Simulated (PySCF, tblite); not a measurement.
# C₄H₉O₂P: geometry, infrared bands and NMR shifts

Aim: predict the infrared bands and NMR shifts of C₄H₉O₂P (`CC(=O)C[P@H](C)=O`).

Computed with tblite 0.8.0 and PySCF 2.14.0, with density-fitted response routines of our own, on a single molecule in the gas phase. Atoms are numbered from 0 throughout.

**1. Starting geometry**

16 atoms, charge 0, multiplicity 1; geometry from: force field or distance geometry start.

Bonds of the start (Å): C0–C1 1.49, C1–O2 1.23, C1–C3 1.49, C3–P4 1.78, P4–C5 1.79, P4–O6 1.52, C0–H7 1.11, C0–H8 1.10, C0–H9 1.11, C3–H10 1.12, C3–H11 1.10, P4–H12 1.41, C5–H13 1.14, C5–H14 1.13, C5–H15 1.11.

**2. Optimising the geometry with GFN2-xTB**

The job: settings as JSON, then the geometry in Å.

```
{"job": {"kind": "relax", "xc": "GFN2-xTB", "basis": "xTB"}, "charge": 0, "multiplicity": 1}
C     -2.522700     0.117700     0.217400
C     -1.188500    -0.399900     0.642000
O     -0.883000    -0.463600     1.834100
C     -0.188200    -0.854900    -0.368900
P      0.990500     0.403500    -0.814000
C      2.485700     0.317100     0.163500
O      0.421500     1.809900    -0.734500
H     -3.308300    -0.256300     0.909000
H     -2.558700     1.219400     0.250800
H     -2.794300    -0.261900    -0.792500
H      0.390000    -1.729900     0.020700
H     -0.739100    -1.153900    -1.269900
H      1.357900     0.220600    -2.160900
H      3.412600     0.533100    -0.459900
H      2.471800     1.129500     0.951000
H      2.645100    -0.621400     0.725400
```

On the command line:

```console
$ OMP_NUM_THREADS=1 python probes_run.py task.json out
```

One launch serves the whole session: the jobs run in the order shown.

**Question.** This job is followed by: GFN2-xTB harmonic vibrations, gas phase; GIAO PBE0/pcSseg-1 NMR shielding, non-relativistic, gas phase. What will the session give for the following? strongest single infrared mode (GFN2-xTB); zero-point energy (GFN2-xTB); 13C shifts against TMS (PBE0/pcSseg-1); 1H shifts against TMS (PBE0/pcSseg-1, means over atoms taken as alike); 17O shifts against H2O (PBE0/pcSseg-1); 31P shifts against H3PO4 (PBE0/pcSseg-1).

As calculated:

```
                                                              quantity                             value
                             strongest single infrared mode (GFN2-xTB)             1757 cm⁻¹, 333 km/mol
                                          zero-point energy (GFN2-xTB)                     77.4 kcal/mol
                                13C shifts against TMS (PBE0/pcSseg-1)       208.6, 51.6, 37.5, 15.9 ppm
1H shifts against TMS (PBE0/pcSseg-1, means over atoms taken as alike)  7.57, 3.53, 2.54, 2.09, 1.43 ppm
                                17O shifts against H2O (PBE0/pcSseg-1)                   677.3, 98.1 ppm
                              31P shifts against H3PO4 (PBE0/pcSseg-1)                         -12.3 ppm
```

What this shows: Relaxing lowered the energy by 0.694 eV in 99 steps; the close pair that moved most is C3–P4, from 1.781 to 1.846 Å. All 42 modes are real, so the xTB geometry is a minimum. The strongest single mode, at 1757 cm⁻¹, moves mainly C1 and O2. Unscaled tight-binding wavenumbers are off by several per cent, some by more. Its intensities can rank the bands wrongly. C1 (ketone carbonyl carbon) lies farthest downfield among carbon, at 208.6 ppm; low-lying n→π* states of the double bond to the heteroatom give a large paramagnetic term (-273 ppm). At PBE0/pcSseg-1: The largest span, 1253 ppm, is at O2, where the paramagnetic term is -744 ppm.
